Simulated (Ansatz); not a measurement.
**CO on As (001)**

The task, for As: cut and relax a (001) slab, then compare the adsorption sites of CO.

Computed with Ansatz 0.2.0 (DFT PBEsol, scalar-relativistic, plane waves, PAW, unless a step's input says otherwise).

## Step 1: Starting point

The structure is orthorhombic, space group Cmce (No. 64). The conventional cell has a = 3.727 Å, b = 10.868 Å, c = 4.298 Å, α = 90.00°, β = 90.00°, γ = 90.00°. Around As (site symmetry m) lie 3 As at 2.48 to 2.50 Å.

Structure file:

```cif
data_structure
_symmetry_space_group_name_H-M 'P 1'
_symmetry_Int_Tables_number 1
_cell_length_a 5.7446
_cell_length_b 5.7446
_cell_length_c 4.2982
_cell_angle_alpha 90.000
_cell_angle_beta 90.000
_cell_angle_gamma 142.147
_cell_volume 87.04
loop_
_atom_site_label
_atom_site_type_symbol
_atom_site_fract_x
_atom_site_fract_y
_atom_site_fract_z
_atom_site_occupancy
As1 As 0.11189 0.88811 0.94394 1
As2 As 0.61189 0.38811 0.55606 1
As3 As 0.88811 0.11189 0.05606 1
As4 As 0.38811 0.61189 0.44394 1
```

This cell was relaxed beforehand with the same method: volume 21.76 Å³/atom, gap on the mesh none (metal).

## Step 2: The slab

Miller indices refer to the conventional cell of the relaxed bulk, Cmce (No. 64): a = 3.727 Å, b = 10.868 Å, c = 4.298 Å, α = 90.00°, β = 90.00°, γ = 90.00°.

A (001) slab, 6.0 Å thick as cut, with 17 Å of vacuum; its outer planes are As (top) and As (bottom).

The slab as cut. Layers, bottom to top:

| plane | atoms per cell | height over the lowest (Å) |
| --- | --- | --- |
| 1 | As | 0.00 |
| 2 | As | 1.67 |
| 3 | As | 2.15 |
| 4 | As | 3.82 |
| 5 | As | 4.30 |
| 6 | As | 5.97 |

## Step 3: The clean surface, relaxed

File input.yaml:

```yaml
crystal:
  lattice:
    - [3.7266140451, 0.0, 0.0]
    - [-1.8633070225, 5.4340663657, 0.0]
    - [0.0, 0.0, 22.9654381423]
  atoms:
    - { symbol: As, position: [0.888111785, 0.7762235701, 0.3701213949] }
    - { symbol: As, position: [0.388111785, 0.7762235701, 0.4427180316] }
    - { symbol: As, position: [0.611888215, 0.2237764299, 0.4637016817] }
    - { symbol: As, position: [0.111888215, 0.2237764299, 0.5362983183] }
    - { symbol: As, position: [0.888111785, 0.7762235701, 0.5572819684] }
    - { symbol: As, position: [0.388111785, 0.7762235701, 0.6298786051] }
basis:
  ecutwfc: 420
kpoints:
  mp_grid: { grid: [8, 6, 1] }
hamiltonian:
  xc: pbesol
scf:
  occupations: { method: gaussian, width: 0.1 }
output:
  forces: true
  eigenvalues: true
  write_density: true
  write_potential: true
  elf: true
  volumetric_format: npy
relax:
  adjacent_minimum: "off"
  f_tol: 0.03
  max_steps: 70
  constraints: [{ sites: [0, 1, 2] }]
efield:
  axis: 3
  dipole_correction: true
  ramp_width: 0.04
```

Command:

```console
$ ansatz run input.yaml --threads 1 --pin off --max-ram 2560MiB --backend cpu --events-out ev --progress --plain --runs-dir out
```

Further runs follow: CO put at a top (As) site; start: CO, hollow (nearest As).

Q: Predict the outcome of this session. Wanted: clean slab: work function; clean slab: dipole along +c.

**Answer**, as computed:

| quantity | value |
| --- | --- |
| clean slab: work function | 4.19 eV (top face), 4.83 eV (bottom face) |
| clean slab: dipole along +c | 0.072 e·Å per cell |
